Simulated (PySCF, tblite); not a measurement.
**C₄H₇ClGeO: geometry, infrared bands and NMR shifts**

Aim: predict the infrared bands and NMR shifts of C₄H₇ClGeO (`C=C[O][GeH2][C](=C)Cl`).

The runs use tblite 0.8.0 and PySCF 2.14.0, with density-fitted response routines of our own; the level of theory stands in each step. All values are computed, except where a source is named. Atoms count from 0, in the outputs and in this text.

**1. The molecule as given**

14 atoms, charge 0, multiplicity 1; geometry from: force field or distance geometry start.

Bonds of the start (Å): C0–C1 1.33, C1–O2 1.39, O2–Ge3 1.81, Ge3–C4 1.90, C4–C5 1.33, C4–Cl6 1.77, C0–H7 1.08, C0–H8 1.09, C1–H9 1.09, Ge3–H10 1.55, Ge3–H11 1.56, C5–H12 1.08, C5–H13 1.06.

**2. Optimising the geometry with GFN2-xTB**

Job settings and geometry (Å):

```
{"job": {"kind": "relax", "xc": "GFN2-xTB", "basis": "xTB"}, "charge": 0, "multiplicity": 1}
C      2.639700    -0.260600     0.366700
C      1.838600    -0.979300     1.143500
O      0.458800    -0.975700     0.962900
Ge    -0.140700     0.308900    -0.161500
C     -2.001000     0.686300    -0.009000
C     -2.901200    -0.122400     0.537700
Cl    -2.562000     2.226000    -0.677700
H      2.267600     0.366200    -0.432200
H      3.715300    -0.263700     0.511000
H      2.311600    -1.565300     1.927300
H      0.656000     1.600700     0.142600
H      0.287500    -0.138400    -1.593900
H     -2.659000    -1.079500     0.980500
H     -3.912000     0.196300     0.560000
```

Started as:

```bash
> OMP_NUM_THREADS=1 python probes_run.py task.json out
```

The driver reads the jobs from task.json and runs them one after another.

What it wrote:

```text
step      E/eV     max force
  0    -615.17247    1.508
  1    -615.26964    1.075
  2    -615.34392    0.747
  3    -615.38547    0.623
  4    -615.44484    0.684
  5    -615.48969    0.578
  6    -615.51231    0.503
  7    -615.53013    0.404
  8    -615.54939    0.406
  9    -615.56409    0.364
 10    -615.57667    0.354
 11    -615.58637    0.287
 12    -615.59558    0.301
 13    -615.60765    0.344
 14    -615.62245    0.363
 15    -615.63567    0.389
 16    -615.64441    0.226
 17    -615.65005    0.202
 18    -615.65514    0.225
 19    -615.66073    0.235
 20    -615.66505    0.175
 21    -615.66789    0.155
 22    -615.67030    0.157
 23    -615.67294    0.188
 24    -615.67542    0.166
 25    -615.67719    0.118
 26    -615.67843    0.102
 27    -615.67985    0.111
 28    -615.68168    0.137
 29    -615.68368    0.125
 30    -615.68585    0.150
 31    -615.68869    0.160
 32    -615.69256    0.229
 33    -615.69713    0.227
 34    -615.70177    0.201
 35    -615.70607    0.221
 36    -615.71051    0.193
 37    -615.71562    0.204
 38    -615.71957    0.156
 39    -615.72122    0.084
 40    -615.72218    0.072
 41    -615.72300    0.091
 42    -615.72379    0.084
 43    -615.72453    0.067
 44    -615.72543    0.056
 45    -615.72586    0.067
 46    -615.72651    0.057
 47    -615.72686    0.045
 48    -615.72711    0.050
 49    -615.72731    0.043
 50    -615.72757    0.039
 51    -615.72783    0.033
 52    -615.72801    0.035
 53    -615.72814    0.039
 54    -615.72829    0.035
 55    -615.72852    0.035
 56    -615.72876    0.031
 57    -615.72891    0.026
 58    -615.72900    0.023
 59    -615.72907    0.023
 60    -615.72919    0.025
 61    -615.72934    0.029
 62    -615.72951    0.027
 63    -615.72967    0.029
 64    -615.72981    0.027
 65    -615.72994    0.024
 66    -615.73004    0.023
 67    -615.73013    0.024
 68    -615.73024    0.026
 69    -615.73041    0.033
 70    -615.73064    0.034
 71    -615.73086    0.033
 72    -615.73102    0.028
 73    -615.73116    0.034
 74    -615.73134    0.035
 75    -615.73158    0.032
 76    -615.73185    0.036
 77    -615.73211    0.042
 78    -615.73236    0.046
 79    -615.73266    0.041
 80    -615.73297    0.038
 81    -615.73319    0.032
 82    -615.73328    0.018
 83    -615.73331    0.021
 84    -615.73335    0.015
 85    -615.73342    0.021
 86    -615.73348    0.020
 87    -615.73353    0.017
 88    -615.73357    0.016
 89    -615.73362    0.018
 90    -615.73368    0.024
 91    -615.73373    0.020
 92    -615.73376    0.009
```

It took 0.58 s on 1 thread of Arm Neoverse V2, shared host.

Step by step: (not every step is listed)

| step | energy from step 0 (eV) | largest force (eV/Å) |
| --- | --- | --- |
| 0 | 0.0000 | 1.5080 |
| 1 | -0.0972 | 1.0749 |
| 2 | -0.1715 | 0.7471 |
| 3 | -0.2130 | 0.6227 |
| 4 | -0.2724 | 0.6840 |
| 5 | -0.3172 | 0.5780 |
| 6 | -0.3398 | 0.5029 |
| 7 | -0.3577 | 0.4036 |
| 8 | -0.3769 | 0.4065 |
| 15 | -0.4632 | 0.3893 |
| 22 | -0.4978 | 0.1570 |
| 29 | -0.5112 | 0.1247 |
| 36 | -0.5380 | 0.1927 |
| 43 | -0.5521 | 0.0674 |
| 50 | -0.5551 | 0.0394 |
| 57 | -0.5564 | 0.0255 |
| 64 | -0.5573 | 0.0269 |
| 71 | -0.5584 | 0.0328 |
| 78 | -0.5599 | 0.0462 |
| 85 | -0.5610 | 0.0209 |
| 87 | -0.5611 | 0.0168 |
| 88 | -0.5611 | 0.0162 |
| 89 | -0.5611 | 0.0182 |
| 90 | -0.5612 | 0.0244 |
| 91 | -0.5613 | 0.0198 |
| 92 | -0.5613 | 0.0095 |

Close pairs (by a distance rule), those that changed most:

| bond | before (Å) | after (Å) | change (Å) |
| --- | --- | --- | --- |
| Ge3–H11 | 1.561 | 1.509 | -0.052 |
| Ge3–C4 | 1.904 | 1.949 | +0.045 |
| C4–Cl6 | 1.770 | 1.729 | -0.041 |
| C1–O2 | 1.392 | 1.351 | -0.041 |
| Ge3–H10 | 1.548 | 1.508 | -0.039 |
| O2–Ge3 | 1.809 | 1.771 | -0.038 |
| C5–H13 | 1.060 | 1.078 | +0.018 |
| C0–H8 | 1.085 | 1.073 | -0.012 |

The next job starts from the end point, and lists it.

**3. Vibrational analysis with GFN2-xTB**

Job settings and geometry (Å):

```
{"job": {"kind": "ir", "xc": "GFN2-xTB", "basis": "xTB"}, "charge": 0, "multiplicity": 1}
C      2.803180    -0.480427     0.447658
C      1.713879    -0.943101     1.032520
O      0.439982    -0.567844     0.785875
Ge    -0.139607     0.692306    -0.315385
C     -2.069216     0.617997    -0.050497
C     -2.769588    -0.187822     0.725686
Cl    -2.843949     1.816904    -1.025714
H      2.744539     0.277703    -0.318364
H      3.776116    -0.844837     0.717088
H      1.754197    -1.706565     1.802204
H      0.440550     2.027908     0.078133
H      0.241919     0.369120    -1.738895
H     -2.248088    -0.920549     1.318611
H     -3.844592    -0.151267     0.798938
```

What it wrote:

```text
mode    cm-1     km/mol
  1      35.9      0.83
  2      58.5      0.75
  3      67.3      0.48
  4     149.5      2.60
  5     153.5      6.13
  6     181.5      1.08
  7     287.8      1.93
  8     290.7     12.17
  9     447.4     69.72
 10     496.4    106.23
 11     502.8     16.78
 12     539.1     66.41
 13     598.4      0.21
 14     667.5      7.66
 15     678.0    228.02
 16     695.9      3.91
 17     724.7     31.78
 18     818.5    162.68
 19     822.7     18.09
 20     889.4     37.20
 21     975.2     83.94
 22     978.3     17.55
 23    1053.8     25.34
 24    1140.2    223.39
 25    1285.2      2.97
 26    1358.3      8.70
 27    1381.0     28.31
 28    1651.7     21.93
 29    1701.7    198.67
 30    1904.4    140.44
 31    1946.6    444.78
 32    3021.1     38.43
 33    3074.4     41.46
 34    3082.3      4.57
 35    3119.1     13.67
 36    3157.6     27.73
```

Wall time 0.43 s (1 thread of Arm Neoverse V2, shared host).

Which atoms move in the most intense modes:

| cm⁻¹ | km/mol | atoms |
| --- | --- | --- |
| 496 | 106.2 | H11 33 %, H10 32 %, C4 22 % |
| 678 | 228.0 | H11 41 %, H10 40 % |
| 818 | 162.7 | H10 48 %, H11 48 % |
| 975 | 83.9 | H8 34 %, O2 24 %, C0 24 %, H7 14 % |
| 1140 | 223.4 | C1 42 %, O2 30 %, H7 13 % |
| 1702 | 198.7 | C1 52 %, C0 40 % |
| 1904 | 140.4 | H11 53 %, H10 46 % |
| 1947 | 444.8 | H10 52 %, H11 46 % |

**4. NMR shieldings: PBE0/pcSseg-1**

Settings changed since step 3:

```diff
@@ -1,2 +1,2 @@
-{"job": {"kind": "ir", "xc": "GFN2-xTB", "basis": "xTB"}, "charge": 0, "multiplicity": 1}
+{"job": {"kind": "nmr", "xc": "PBE0", "basis": "pcSseg-1"}, "charge": 0, "multiplicity": 1}
 C      2.803180    -0.480427     0.447658
```

With the program's defaults for keys left out, this is: GIAO PBE0/pcSseg-1 NMR shielding, non-relativistic, gas phase.

What it wrote:

```text
coarse grid: 56936 points
cycle   1  E = -2767.9411727269  dE =  2.449e-01  |g| = 1.090e+00  |ddm| = 3.615e+00
cycle   2  E = -2767.7761894021  dE =  1.650e-01  |g| = 1.416e+00  |ddm| = 1.499e+00
cycle   3  E = -2768.0568532500  dE = -2.807e-01  |g| = 2.866e-01  |ddm| = 1.108e+00
cycle   4  E = -2768.0718892364  dE = -1.504e-02  |g| = 8.700e-02  |ddm| = 2.581e-01
cycle   5  E = -2768.0732411490  dE = -1.352e-03  |g| = 2.242e-02  |ddm| = 7.662e-02
cycle   6  E = -2768.0733611683  dE = -1.200e-04  |g| = 6.440e-03  |ddm| = 2.049e-02
cycle   7  E = -2768.0733689798  dE = -7.811e-06  |g| = 1.592e-03  |ddm| = 5.151e-03
final grid: 118432 points
cycle   8  E = -2768.0734051938  dE =  8.518e-07  |g| = 2.445e-03  |ddm| = 3.020e-03
cycle   9  E = -2768.0734019718  dE =  3.222e-06  |g| = 4.339e-03  |ddm| = 4.950e-03
cycle  10  E = -2768.0734066174  dE = -4.646e-06  |g| = 1.981e-04  |ddm| = 3.329e-03
cycle  11  E = -2768.0734066259  dE = -8.571e-09  |g| = 2.958e-05  |ddm| = 2.238e-04
cycle  12  E = -2768.0734066260  dE = -9.368e-11  |g| = 3.134e-06  |ddm| = 1.593e-05
converged SCF energy = -2768.0734066260

GIAO shielding tensors (ppm)
atom      isotropic    diamagn.    paramagn.     s11        s22        s33       span
  0 C       94.377     259.384    -165.007     -0.211    124.433    158.909    159.120
  1 C       26.727     246.343    -219.617    -81.782     58.997    102.966    184.748
  2 O      224.434     404.467    -180.033    137.639    251.735    283.929    146.290
  3 Ge    1420.181    2756.869   -1336.688   1316.095   1401.792   1542.656    226.562
  4 C       41.663     261.685    -220.022    -60.700     62.592    123.097    183.797
  5 C       51.040     252.316    -201.275    -71.531     69.709    154.944    226.475
  6 Cl     711.141    1145.594    -434.453    469.760    701.865    961.799    492.039
  7 H       27.633      33.509      -5.876     24.997     25.406     32.498      7.500
  8 H       27.397      28.431      -1.034     25.743     25.903     30.543      4.800
  9 H       24.827      28.998      -4.171     20.986     26.110     27.386      6.400
 10 H       26.521      29.415      -2.894     19.885     22.569     37.108     17.223
 11 H       26.471      29.697      -3.226     19.772     22.543     37.098     17.326
 12 H       25.339      32.519      -7.179     22.420     22.688     30.910      8.490
 13 H       25.143      28.521      -3.378     21.366     23.827     30.236      8.870
```

It took 31 s on 1 thread of Arm Neoverse V2, shared host; peak memory 0.8 GiB.

The references, computed at this level on geometries of the same kind, shield at (ppm): 1H TMS 31.72, 13C TMS 186.9, 17O H2O 336.1, 73Ge GeMe4 1331, 35Cl HCl 950. Their shielding less the atom's gives the shift. The references are single molecules in the gas phase, so shifts against H2O, NH3, PH3, H3PO4 or CFCl3 are not on the usual liquid scales and can be off by tens of ppm. Atoms listed in one row are averaged.

| atoms | environment | σ (ppm) | δ (ppm) |
| --- | --- | --- | --- |
| C1 | alkene carbon bearing oxygen | 26.7 | 160.2 |
| C4 | fully substituted alkene carbon | 41.7 | 145.3 |
| C5 | terminal =CH2 carbon | 51.0 | 135.9 |
| C0 | β carbon of an enol-ether or enamine type C=C | 94.4 | 92.5 |
| H9 | hydrogen on an alkene carbon bearing oxygen | 24.83 | 6.89 |
| H13 | hydrogen on a terminal =CH2 carbon | 25.14 | 6.57 |
| H12 | hydrogen on a terminal =CH2 carbon | 25.34 | 6.38 |
| H10, H11 | hydrogen on a germanium bonded to C, O | 26.50 | 5.22 |
| H8 | hydrogen on a β carbon of an enol-ether or enamine type C=C | 27.40 | 4.32 |
| H7 | hydrogen on a β carbon of an enol-ether or enamine type C=C | 27.63 | 4.08 |
| O2 | oxygen bonded to C, Ge | 224.4 | 111.6 |
| Ge3 | germanium bonded to C, O, 2 H | 1420 | -89 |
| Cl6 | chlorine bonded to C | 711 | 239 |

The run also stored atomic charges by several schemes (e):

| atoms | Mulliken | IAO | Hirshfeld | ESP fit |
| --- | --- | --- | --- | --- |
| C0 | -0.31 | -0.42 | -0.16 | -0.60 |
| C1 | 0.16 | 0.08 | 0.02 | 0.10 |
| O2 | -0.69 | -0.56 | -0.21 | -0.29 |
| Ge3 | 0.87 | 0.87 | 0.41 | 0.46 |
| C4 | -0.55 | -0.25 | -0.07 | -0.14 |
| C5 | -0.03 | -0.30 | -0.10 | -0.22 |
| Cl6 | -0.08 | -0.03 | -0.03 | -0.07 |

Mayer bond orders: C0–C1 1.90, C1–O2 1.01, O2–Ge3 0.72, Ge3–C4 0.75, C4–C5 1.94, C4–Cl6 1.01.

**5. Summary of results**

| quantity | value |
| --- | --- |
| strongest single infrared mode (GFN2-xTB) | 1947 cm⁻¹, 445 km/mol |
| zero-point energy (GFN2-xTB) | 57.1 kcal/mol |
| 13C shifts against TMS (PBE0/pcSseg-1) | 160.2, 145.3, 135.9, 92.5 ppm |
| 1H shifts against TMS (PBE0/pcSseg-1, means over atoms taken as alike) | 6.89, 6.57, 6.38, 5.22, 4.32, 4.08 ppm |
| 17O shifts against H2O (PBE0/pcSseg-1) | 111.6 ppm |
| 73Ge shifts against GeMe4 (PBE0/pcSseg-1) | -89 ppm |
| 35Cl shifts against HCl (PBE0/pcSseg-1) | 239 ppm |

**Reading.** Relaxing lowered the energy by 0.561 eV in 92 steps; the close pair that moved most is Ge3–H11, from 1.561 to 1.509 Å. No mode is imaginary among the 36: a minimum at this level. The strongest single mode, at 1947 cm⁻¹, moves mainly H10 and H11. GFN2-xTB is a fitted tight-binding method: band positions and strengths are rough. Its intensities can rank the bands wrongly. The most deshielded hydrogen is H9 (hydrogen on an alkene carbon bearing oxygen), at 6.89 ppm: olefinic region. At PBE0/pcSseg-1: The widest tensor belongs to Cl6: span 492 ppm, with a paramagnetic part of -434 ppm. Spin-orbit coupling is left out, which matters for shieldings and couplings at and beside the heavy atoms.
